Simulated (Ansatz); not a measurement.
# C3H10NO3Ta: up Jacob's ladder to CCSD(T)

An exercise on one series of results from a longer session: the logs are not shown, and one member is left open.

The runs use Ansatz 0.2.0, Gaussian basis; functionals in def2-TZVPP, the program's frozen cores in correlated methods.

The runs, in order: LDA (SPW92), PBE-D4, revPBE-D4, BLYP-D4, r2SCAN-D4, B97M-V, PBE0-D4, B3LYP-D4, r2SCANh-D4, r2SCAN0-D4, HSE06-D4, BHLYP-D4, CAM-B3LYP-D4, LC-ωPBE, ωB97X-V, ωB97M-V, B2PLYP, PBE-QIDH; CCSD(T)/def2-SVP; CCSD(T)/def2-TZVPP; MP2/def2-QZVPP; extrapolation to the limit; RPA on PBE.

## The relaxed structure

The geometry comes from an earlier relaxation with PBE0-D4 in a triple-zeta def2 set; it is a stationary point, not always the lowest conformer. Ta takes the def2 core potential; no spin-orbit term is included.

SMILES `C[O][Ta](=[NH])([O]C)[O]C`, 18 atoms, charge 0, spin multiplicity 1.

Atoms are counted from 1 here; the program's logs count them from 0.

Bond lengths: C1–O2 1.396 Å, C1–H9 1.095 Å, C1–H10 1.095 Å, C1–H11 1.095 Å, O2–Ta3 1.900 Å, Ta3–N4 1.775 Å, Ta3–O5 1.900 Å, Ta3–O7 1.900 Å, N4–H12 1.005 Å, O5–C6 1.396 Å, C6–H13 1.095 Å, C6–H14 1.095 Å, C6–H15 1.095 Å, O7–C8 1.396 Å, C8–H16 1.095 Å, C8–H17 1.095 Å, C8–H18 1.095 Å. Angles: O2–C1–H9 111.2°, O2–C1–H10 109.9°, O2–C1–H11 109.9°, H9–C1–H10 108.7°, H9–C1–H11 108.7°, H10–C1–H11 108.3°, C1–O2–Ta3 144.0°, O2–Ta3–N4 109.2°, O2–Ta3–O5 109.8°, O2–Ta3–O7 109.8°, N4–Ta3–O5 109.2°, N4–Ta3–O7 109.2°, O5–Ta3–O7 109.8°, Ta3–N4–H12 180.0°, Ta3–O5–C6 144.0°, O5–C6–H13 111.2°, O5–C6–H14 109.9°, O5–C6–H15 109.9° and more.

Set-up of the first run:

The input, in.yaml:

```yaml
crystal:
  periodic: [false, false, false]
  atoms:
    - {symbol: C, position_ang: [-1.378916, -0.655992, 2.750576]}
    - {symbol: O, position_ang: [-1.134188, -0.713805, 1.377209]}
    - {symbol: Ta, position_ang: [-0.037855, -0.034232, -0.017994]}
    - {symbol: N, position_ang: [1.127127, 1.118078, 0.664162]}
    - {symbol: O, position_ang: [-1.114798, 0.855177, -1.306234]}
    - {symbol: C, position_ang: [-1.347088, 2.081926, -1.931122]}
    - {symbol: O, position_ang: [0.906749, -1.460418, -0.845102]}
    - {symbol: C, position_ang: [2.180644, -1.957792, -1.126551]}
    - {symbol: H, position_ang: [-0.693067, 0.039325, 3.245455]}
    - {symbol: H, position_ang: [-2.406474, -0.325618, 2.932714]}
    - {symbol: H, position_ang: [-1.253389, -1.648929, 3.193888]}
    - {symbol: H, position_ang: [1.786670, 1.770972, 1.050325]}
    - {symbol: H, position_ang: [-0.661827, 2.850840, -1.559644]}
    - {symbol: H, position_ang: [-2.375347, 2.407187, -1.743673]}
    - {symbol: H, position_ang: [-1.209954, 1.981546, -3.012495]}
    - {symbol: H, position_ang: [2.313246, -2.052564, -2.208994]}
    - {symbol: H, position_ang: [2.959246, -1.295888, -0.733534]}
    - {symbol: H, position_ang: [2.301819, -2.948611, -0.677285]}
basis:
  gaussian: {orbitals: def2-TZVPP}
hamiltonian: {xc: lda}
output: {orbitals: {seedname: orbitals}}
```

Run with:

```
$ ansatz run in.yaml --threads 4 --pin off --events-out ev --progress --plain --max-ram 41984MiB --backend cuda --devices 0, --max-vram 37GiB
```

Steps of the session up to this table: LDA; PBE-D4 (GGA); revPBE-D4 (GGA); BLYP-D4 (GGA); r2SCAN-D4 (meta-GGA); B97M-V (meta-GGA); PBE0-D4 (hybrid); B3LYP-D4 (hybrid); r2SCANh-D4 (hybrid); r2SCAN0-D4 (hybrid); HSE06-D4 (hybrid); BHLYP-D4 (hybrid); CAM-B3LYP-D4 (range-separated); LC-ωPBE (range-separated); ωB97X-V (range-separated); ωB97M-V (range-separated); B2PLYP (double hybrid); PBE-QIDH (double hybrid).

One of the session's tables, all rows but one given; the rest of the session is left out.

It belongs to the step «Frontier levels by functional». 

| functional | HOMO (eV) | LUMO (eV) | gap (eV) |
| --- | --- | --- | --- |
| LDA (SPW92) | ? | ? | ? |
| PBE-D4 | -6.05 | -0.41 | 5.64 |
| revPBE-D4 | -5.97 | -0.28 | 5.68 |
| BLYP-D4 | -5.89 | -0.36 | 5.53 |
| r2SCAN-D4 | -6.31 | -0.02 | 6.29 |
| B97M-V | -6.34 | -0.36 | 5.98 |
| PBE0-D4 | -7.39 | 0.32 | 7.71 |
| B3LYP-D4 | -7.12 | 0.05 | 7.17 |
| r2SCANh-D4 | -6.81 | 0.28 | 7.09 |
| r2SCAN0-D4 | -7.58 | 0.60 | 8.18 |
| HSE06-D4 | -6.98 | -0.03 | 6.95 |
| BHLYP-D4 | -8.58 | 0.90 | 9.47 |
| CAM-B3LYP-D4 | -8.75 | 1.04 | 9.79 |
| LC-ωPBE | -10.12 | 2.22 | 12.34 |
| ωB97X-V | -9.78 | 1.99 | 11.77 |
| ωB97M-V | -9.71 | 1.54 | 11.25 |

**Question.** Estimate the row for LDA (SPW92).

**Answer.** HOMO (eV): -6.25; LUMO (eV): -0.65; gap (eV): 5.60. In the column «HOMO (eV)» it lies between r2SCAN-D4 (-6.31) and PBE-D4 (-6.05).
